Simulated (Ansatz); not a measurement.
# 3 structures of Ca3Mg: ranking of polymorphs by energy

Wanted for 3 structures of Ca3Mg: a ranking of polymorphs by energy.

All numbers are computed with Ansatz 0.2.0, driven from Python. Level of theory: DFT PBEsol, plane waves, PAW.

## 1. Starting point

Ca3Mg Pm-3m: The structure is cubic, space group Pm-3m (No. 221). Conventional cell: a = 5.289 Å, b = 5.289 Å, c = 5.289 Å, α = 90.00°, β = 90.00°, γ = 90.00°. Around Ca (site symmetry 4/mmm) lie 8 Ca at 3.74 Å and 4 Mg at 3.74 Å. Mg (site symmetry m-3m) is surrounded by 12 Ca at 3.74 Å.

Ca3Mg Fm-3m: The structure is cubic, space group Fm-3m (No. 225). Conventional cell: a = 8.320 Å, b = 8.320 Å, c = 8.320 Å, α = 90.00°, β = 90.00°, γ = 90.00°. Ca (site symmetry m-3m) is surrounded by 8 Ca at 3.60 Å. Ca (site symmetry -43m) has 4 Mg at 3.60 Å and 4 Ca at 3.60 Å as nearest neighbours. Mg (site symmetry m-3m) has 8 Ca at 3.60 Å as nearest neighbours.

Ca3Mg P-6m2: It takes space group P-6m2 (No. 187, hexagonal). Conventional cell: a = 3.816 Å, b = 3.816 Å, c = 11.980 Å, α = 90.00°, β = 90.00°, γ = 120.00°. Around Ca (site symmetry -6m2) lie 12 Ca at 3.82 to 3.92 Å. Ca (site symmetry 3m) has 3 Mg at 3.52 Å and 9 Ca at 3.82 to 3.92 Å as nearest neighbours. Mg (site symmetry -6m2) is surrounded by 6 Ca at 3.52 Å and 6 Mg at 3.82 Å.

The script holds or builds the structure itself.

## 2. The script

Input file ca3mg_polymorphs.py:

```python
# -*- coding: utf-8 -*-
'''Relative energies of Ca3Mg phases, after relaxing cells and atoms.'''

import csv
import warnings

import ansatz as az
import numpy as np
import spglib

SETTINGS = {
    'functional': 'PBEsol',
    'cutoff': 470,
    'scf_tol': 1e-08,
    'extra_bands': 4,
    'kspacing': 0.3,
    'filling': 'gaussian',
    'width_ev': 0.1,
}


def compute(name, crystal):
    calc = (
        crystal.calculation()
        .functional(SETTINGS['functional'])
        .basis(SETTINGS['cutoff'], xc_grid=2)
        .scf(tolerance=SETTINGS['scf_tol'], extra_bands=SETTINGS['extra_bands'])
        .kpoints(spacing=SETTINGS['kspacing'])
        .occupations(SETTINGS['filling'], width=SETTINGS['width_ev'])
        .stress()
        .band_table()
    )
    calc = calc.relax(force_tolerance=0.03, cell=True)
    return calc.run()


def pressure_gpa(outcome):
    return float(np.trace(outcome.report['stress_gpa']) / 3)


def volume_per_atom(outcome):
    return abs(np.linalg.det(outcome.lattice.cell_ang)) / len(outcome.lattice.sites)


def space_group(outcome):
    sites = outcome.report['lattice']['sites']
    kinds = sorted({site['symbol'] for site in sites})
    cell = (outcome.lattice.cell_ang, [site['position_frac'] for site in sites], [kinds.index(site['symbol']) for site in sites])
    return spglib.get_spacegroup(cell, symprec=0.01)


def main():
    warnings.simplefilter('ignore')

    phases = {}
    pm_3m = (
        az.Lattice.of((5.288813, 0.0, 0.0), (0.0, 5.288813, 0.0), (0.0, 0.0, 5.288813))
        .atom('Ca', (0.5, 0.5, 0.0))
        .atom('Ca', (0.5, 0.0, 0.5))
        .atom('Ca', (0.0, 0.5, 0.5))
        .atom('Mg', (0.0, 0.0, 0.0))
    )
    phases['Pm-3m'] = pm_3m
    fm_3m = (
        az.Lattice.fcc(8.31985)
        .space_group(225)
        .atom('Ca', (0.5, 0.0, 0.0))
        .atom('Ca', (0.25, 0.75, 0.75))
        .atom('Mg', (0.0, 0.0, 0.0))
        .primitive()
    )
    phases['Fm-3m'] = fm_3m
    p_6m2 = (
        az.Lattice.from_parameters(3.815742, 3.815742, 11.979622, alpha=90, beta=90, gamma=120)
        .space_group(187)
        .atom('Ca', (2 / 3, 1 / 3, 0.0))
        .atom('Ca', (0.0, 0.0, 0.270473))
        .atom('Mg', (2 / 3, 1 / 3, 0.5))
    )
    phases['P-6m2'] = p_6m2

    done = {}
    for name, crystal in phases.items():
        try:
            done[name] = compute(name, crystal)
        except az.NonConvergedError as error:
            print(name, 'did not converge:', str(error)[:120])

    energy = {name: o.report['energy_sigma0_ev'] / len(o.lattice.sites) for name, o in done.items()}
    lowest = min(energy.values())
    rows = [(name, len(o.lattice.sites), 1000 * (energy[name] - lowest), pressure_gpa(o), volume_per_atom(o), space_group(o)) for name, o in done.items()]
    rows.sort(key=lambda row: row[2])
    with open('polymorphs.csv', 'w', newline='') as handle:
        writer = csv.writer(handle)
        writer.writerow(['phase', 'atoms', 'dE (meV/atom)', 'P (GPa)', 'V (A^3/atom)', 'space group'])
        writer.writerows([round(v, 4) if isinstance(v, float) else v for v in row] for row in rows)
    print(open('polymorphs.csv').read())


if __name__ == '__main__':
    main()
```

## 3. Running it

The run is started by

```sh
$ python ca3mg_polymorphs.py
```

Standard output:

```text
phase,atoms,dE (meV/atom),P (GPa),V (A^3/atom),space group
Pm-3m,4,0.0,0.0455,34.9556,Pm-3m (221)
Fm-3m,4,49.3323,0.0146,34.647,Fm-3m (225)
P-6m2,4,65.6982,0.0298,36.3874,P-6m2 (187)
```

It took 43 s on 1 thread of Arm Neoverse V1, shared host; peak memory 0.47 GiB.

## 4. The engine's runs

One row for each of the 3 runs:

| run | space group at the end | energy from run 1 (meV/atom) | final volume (Å³/atom) | pressure (GPa) | SCF cycles in all | CPU time (s) |
| --- | --- | --- | --- | --- | --- | --- |
| 1 | Pm-3m | 0.00 | 34.96 | 0.05 | 22 | 10 |
| 2 | Fm-3m | 49.33 | 34.65 | 0.01 | 22 | 9.5 |
| 3 | P-6m2 | 65.70 | 36.39 | 0.03 | 24 | 22 |

Energies are extrapolated to zero smearing width, as in the script. 

## 5. Path of the relaxation of run 1

Step by step:

| step | energy from step 1 (eV/cell) | largest force component (eV/Å) | pressure (GPa) | volume (Å³) |
| --- | --- | --- | --- | --- |
| 1 | 0.0000 | 0.0000 | -1.04 | 147.94 |
| 2 | -0.0211 | 0.0000 | -0.50 | 143.59 |
| 3 | -0.0266 | 0.0000 | 0.05 | 139.82 |
| 4 | -0.0266 | 0.0000 | 0.05 | 139.82 |

Step 1 is the start. Step 4 repeats the geometry before it on a plane-wave basis chosen anew for that cell, so its energy need not be comparable with the rows above.

|  | before | after | change |
| --- | --- | --- | --- |
| a (Å) | 5.289 | 5.190 | -1.9 % |
| b (Å) | 5.289 | 5.190 | -1.9 % |
| c (Å) | 5.289 | 5.190 | -1.9 % |
| volume (Å³/atom) | 36.98 | 34.96 | -5.5 % |
| shortest distance (Å) | 3.740 | 3.670 | -1.9 % |
| space group (0.01 Å) | Pm-3m | Pm-3m | same |

The run keeps the 48 symmetry operations of the start, so it could not have lowered the symmetry.

## 6. Path of the relaxation of run 3

The steps of the relaxation:

```csv
step,E - E(step 1) (eV/cell),largest force component (eV/Å),pressure (GPa),volume (Å³)
1,0.0000,0.0183,-0.64,151.05
2,-0.0092,0.0023,-0.32,148.34
3,-0.0125,0.0029,0.03,145.55
4,-0.0125,0.0029,0.03,145.55
```

Step 1 is the start. Step 4 repeats the geometry before it on a plane-wave basis chosen anew for that cell, so its energy need not be comparable with the rows above.

|  | before | after | change |
| --- | --- | --- | --- |
| a (Å) | 3.816 | 3.752 | -1.7 % |
| b (Å) | 3.816 | 3.752 | -1.7 % |
| c (Å) | 11.980 | 11.940 | -0.3 % |
| volume (Å³/atom) | 37.76 | 36.39 | -3.6 % |
| shortest distance (Å) | 3.523 | 3.493 | -0.9 % |
| space group (0.01 Å) | P-6m2 | P-6m2 | same |

The run keeps the 12 symmetry operations of the start, so it could not have lowered the symmetry.

## 7. Summary of results

| quantity | value |
| --- | --- |
| runs compared | 3 |
| lowest | run 1 (Pm-3m) |
| next above it by | 49.3 meV/atom |

**Reading.** By space group at the end of each run: Pm-3m (+0 meV an atom, 35.0 Å³), Fm-3m (+49 meV an atom, 34.6 Å³) and P-6m2 (+66 meV an atom, 36.4 Å³). In run 1, over 2 moves the cell shrank by 5.5 % in volume, and the space group stayed Pm-3m. In run 3, the volume shrank by 3.6 % over 2 moves, and the space group stayed P-6m2. Caveats:
- The program warned that this SCF threshold is loose for forces or stresses.
- Pressure is positive in compression.
- The ranking holds among these structures alone, at zero temperature; the ground state may be another structure. Differences under about 40 meV an atom lie within the error of mesh and functional. Whether this is the phase that is stable at ambient conditions was not tested.
